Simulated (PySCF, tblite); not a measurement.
# C₅H₁₈Si₃: geometry, infrared bands and NMR shifts

What infrared bands and NMR shifts should C₅H₁₈Si₃ (`CCC[SiH2][Si@H](C)[SiH2]C`) show?

The runs use tblite 0.8.0 and PySCF 2.14.0, with density-fitted response routines of our own; the level of theory stands in each step. All values are computed, except where a source is named. Atoms are numbered from 0 throughout.

**1. The starting structure**

26 atoms, charge 0, multiplicity 1; geometry from: force field or distance geometry start.

Bonds of the start (Å): C0–C1 1.49, C1–C2 1.50, C2–Si3 1.83, Si3–Si4 2.22, Si4–C5 1.87, Si4–Si6 2.21, Si6–C7 1.89, C0–H8 1.11, C0–H9 1.10, C0–H10 1.14, C1–H11 1.12, C1–H12 1.10, C2–H13 1.14, C2–H14 1.09, Si3–H15 1.48, Si3–H16 1.47, Si4–H17 1.45, C5–H18 1.12, C5–H19 1.12, C5–H20 1.11, Si6–H21 1.46, Si6–H22 1.48, C7–H23 1.10, C7–H24 1.10, C7–H25 1.11.

**2. Geometry optimisation with GFN2-xTB**

The job: settings as JSON, then the geometry in Å.

```
{"job": {"kind": "relax", "xc": "GFN2-xTB", "basis": "xTB"}, "charge": 0, "multiplicity": 1}
C     -3.686500     0.118100     0.654300
C     -2.788400    -0.756000    -0.144500
C     -1.916000    -0.059600    -1.143500
Si    -0.782300     1.220100    -0.493200
Si     0.957300     0.413500     0.630000
C      2.261900     1.749600     0.616200
Si     1.890100    -1.363600    -0.306000
C      3.704800    -1.359000     0.230000
H     -3.395700     0.084800     1.725500
H     -3.772100     1.151900     0.296400
H     -4.748100    -0.294700     0.634000
H     -2.181600    -1.354400     0.583500
H     -3.411300    -1.498700    -0.669200
H     -2.642400     0.473500    -1.837100
H     -1.424200    -0.804200    -1.776600
H     -1.485600     2.208300     0.357400
H     -0.230800     1.956000    -1.643200
H      0.644700     0.129600     2.020800
H      2.972300     1.640300     1.471700
H      2.798800     1.660400    -0.357800
H      1.803300     2.759200     0.686900
H      1.817100    -1.392700    -1.762000
H      1.329800    -2.611300     0.271400
H      3.968800    -0.389000     0.687000
H      3.923400    -2.162200     0.954500
H      4.371500    -1.497100    -0.643400
```

On the command line:

```sh
$ OMP_NUM_THREADS=1 python probes_run.py task.json out
```

The driver reads the jobs from task.json and runs them one after another.

**Question.** This job is followed by: GFN2-xTB harmonic vibrations, gas phase; GIAO PBE0/pcSseg-1 NMR shielding, non-relativistic, gas phase. What will the session give for the following? strongest single infrared mode (GFN2-xTB); zero-point energy (GFN2-xTB); 13C shifts against TMS (PBE0/pcSseg-1); 1H shifts against TMS (PBE0/pcSseg-1, means over atoms taken as alike); 29Si shifts against TMS (PBE0/pcSseg-1); surface potential, 1st and 99th percentile.

The runs gave:

| quantity | value |
| --- | --- |
| strongest single infrared mode (GFN2-xTB) | 587 cm⁻¹, 504 km/mol |
| zero-point energy (GFN2-xTB) | 130.5 kcal/mol |
| 13C shifts against TMS (PBE0/pcSseg-1) | 25.3, 17.7, 13.1, -9.6, -10.0 ppm |
| 1H shifts against TMS (PBE0/pcSseg-1, means over atoms taken as alike) | 4.17, 4.04, 4.01, 3.94, 3.87, 1.85, 0.99, 0.98, 0.95, 0.79, 0.23, 0.17 ppm |
| 29Si shifts against TMS (PBE0/pcSseg-1) | -68.4, -78.4, -91.5 ppm |
| surface potential, 1st and 99th percentile | -0.15 V and 0.79 V |

In words: Over 204 steps the energy fell by 0.869 eV; of the close pairs, Si4–Si6 changed most, 2.215 to 2.332 Å. All 72 modes are real, so the xTB geometry is a minimum. The strongest single mode, at 587 cm⁻¹, moves mainly H17. Unscaled tight-binding wavenumbers are off by several per cent, some by more. Its intensities can rank the bands wrongly. At PBE0/pcSseg-1: Shielding is most anisotropic at Si3 (span 96 ppm, paramagnetic term -465 ppm). At PBE0/pcSseg-1, counted by nearest atom on the grid, the HOMO lies on Si4 27 %; Si3 21 %, the LUMO on Si4 16 %; Si3, Si6 about 10 % each.
